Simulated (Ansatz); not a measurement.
# HfF (quartet): wave-function methods side by side, def2-TZVPP

An exercise on one series of results from a longer session: the logs are not shown, and one member is left open.

The runs use Ansatz 0.2.0, Gaussian basis; def2-TZVPP, core rule «outside noble gas», up to 5 orbitals frozen.

To be run: UHF; ROHF; CCSD(T) on UHF.

2 further runs of the same task are left out: 2 set aside as unsound or not needed.

## What is computed

The geometry is a PBE0/def2-TZVP stationary point (not a proven minimum) of the parent state, kept for this charge and spin. No spin-orbit coupling is included. Elements past krypton take def2 core potentials.

2 atoms, charge 0, spin multiplicity 4.

Atoms are counted from 1 here; the program's logs count them from 0.

Bond lengths: Hf1–F2 1.861 Å.

Geometry (Å):

```xyz
2
FHf
Hf    0.0000    0.0000    0.0000
F     0.0000    0.0000    1.8606
```

Set-up of the first run:

The input, in.yaml:

```yaml
crystal:
  periodic: [false, false, false]
  atoms:
    - {symbol: Hf, position_ang: [0.000000, 0.000000, 0.000000]}
    - {symbol: F, position_ang: [0.000000, 0.000000, 1.860593]}
basis:
  gaussian: {orbitals: def2-TZVPP}
magnetization: {spin_polarized: true, initial_magnetization: 3}
hamiltonian: {xc: hf}
output: {orbitals: {seedname: orbitals}}
```

On the command line:

```
ansatz run in.yaml --threads 1 --pin off --events-out ev --progress --plain --max-ram 4096MiB --backend cpu
```

Steps of the session up to this table: UHF; ROHF; CCSD(T) on UHF.

One of the session's tables, all rows but one given; the rest of the session is left out.

```
  method  from UCCSD(T) (meV)
    ROHF              +8592.5
     UHF              +8496.4
    UMP2                    ?
   UCCSD               +269.2
UCCSD(T)                    0
```

Q: Estimate the row for UMP2 from the others.

As computed: from UCCSD(T) (meV): +337.3. In the column «from UCCSD(T) (meV)» it lies between UCCSD (+269.2) and UHF (+8496.4).
